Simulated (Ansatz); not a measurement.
**TlSn: how well frozen cores do**

The same cell of TlSn is computed with full-potential LAPW, frozen-core PAW and datasets made for this crystal, to set the results side by side.

Computed with Ansatz 0.2.0 (DFT LDA, scalar-relativistic, unless a step's input says otherwise).

## 1. The starting structure

Symmetry: P4/mmm, No. 123, tetragonal system. The conventional cell has a = 3.615 Å, b = 3.615 Å, c = 4.375 Å, α = 90.00°, β = 90.00°, γ = 90.00°. Around Tl (site symmetry 4/mmm) lie 8 Sn at 3.36 Å and 4 Tl at 3.61 Å. Around Sn (site symmetry 4/mmm) lie 8 Tl at 3.36 Å and 4 Sn at 3.61 Å.

Coordinates:

```xyz
2
Lattice="3.6147 0.0000 0.0000 0.0000 3.6147 0.0000 0.0000 0.0000 4.3750" Properties=species:S:1:pos:R:3 pbc="T T T"
Tl    0.0000    0.0000    0.0000
Sn    1.8074    1.8074    2.1875
```

The structure is an experimental refinement, used without relaxation.

Atoms are numbered in the order of the input: Tl1, Sn2.

## 2. Full-potential LAPW

The input, input.yaml:

```yaml
crystal:
  lattice:
    - [3.6147298654, 0.0, 0.0]
    - [0.0, 3.6147298654, 0.0]
    - [0.0, 0.0, 4.375]
  atoms:
    - { symbol: Tl, position: [0.0, 0.0, 0.0] }
    - { symbol: Sn, position: [0.5, 0.5, 0.5] }
kpoints:
  mp_grid: { grid: [9, 9, 8] }
  band_path:
    path:
      - [0.0, 0.0, 0.0]
      - [0.0, 0.5, 0.0]
      - [0.5, 0.5, 0.0]
      - [0.0, 0.0, 0.0]
      - [0.0, 0.0, 0.5]
      - [0.0, 0.5, 0.5]
      - [0.5, 0.5, 0.5]
      - [0.0, 0.0, 0.5]
      - [0.0, 0.5, 0.0]
    npoints: 14
scf:
  occupations: { method: fermi_dirac, width: 0.08 }
hamiltonian:
  xc: lda
  pseudopotentials: { kind: all_electron, lapw: { basis_error: 0.00025 } }
output:
  forces: true
  stress: true
  eigenvalues: true
  fatbands: true
  populations: true
  dos: { projected: true, de: 0.2, e_range: [-14, 8] }
```

On the command line:

```bash
$ ansatz run input.yaml --threads 1 --pin off --max-ram 3072MiB --backend cpu --events-out ev --progress --plain --runs-dir out
```

## 3. Frozen-core PAW

Changes to input.yaml since step 2:

```diff
@@ -26,3 +26,3 @@
   xc: lda
-  pseudopotentials: { kind: all_electron, lapw: { basis_error: 0.00025 } }
+  pseudopotentials: { kind: paw }
 output:
@@ -31,4 +31,9 @@
   eigenvalues: true
-  fatbands: true
+  efg: { contact_densities: true }
   populations: true
+  bader: true
   dos: { projected: true, de: 0.2, e_range: [-14, 8] }
+  write_density: true
+  write_potential: true
+  elf: true
+  volumetric_format: npy
```

## 4. Datasets made for this crystal

Changes to input.yaml since step 3:

```diff
@@ -21,3 +21,3 @@
       - [0.0, 0.5, 0.0]
-    npoints: 14
+    npoints: 8
 scf:
@@ -26,3 +26,3 @@
   xc: lda
-  pseudopotentials: { kind: paw }
+  pseudopotentials: { kind: all_electron, datasets: crystal }
 output:
@@ -32,8 +32 @@
   efg: { contact_densities: true }
-  populations: true
-  bader: true
-  dos: { projected: true, de: 0.2, e_range: [-14, 8] }
-  write_density: true
-  write_potential: true
-  elf: true
-  volumetric_format: npy
```

(Steps that only read results are left out.)

**Question.** What will these runs give? Wanted: pressure; gap; Bader charges.

As calculated:

| quantity | value |
| --- | --- |
| pressure | LAPW -3.29, PAW -3.29, crystal datasets -3.29 GPa |
| gap (LAPW) | none |
| Bader charges (PAW) | Tl1 -0.08, Sn2 +0.08 e |

In words: At this geometry the cell is under tension of 3.3 GPa, so it would shrink if let go. The count of 57 electrons in bands leaves a band partly filled, so there is no gap. Within 0.3 eV of the Fermi level the largest projected share is Sn 5p (56 %). The projection holds only the free atom's occupied shells (Tl 6s, Tl 6p, Sn 5s, Sn 5p in this range). The field gradient at Tl1, the largest by crystal datasets, is -6.37 by PAW and -6.37 by crystal datasets (10²¹ V/m²), within 5 %. No spin–orbit coupling: at heavy atoms the gradients can be off by tens of per cent for that reason. In pressure, PAW differs from LAPW by less than 0.01 GPa. The price, with the outputs that each input asks for: 29 s for LAPW against 12 s for PAW, about 2.5 to one. Spin-orbit coupling is left out, though the cell holds Tl; in elements this heavy it can shift bands and gaps by tenths of an eV.
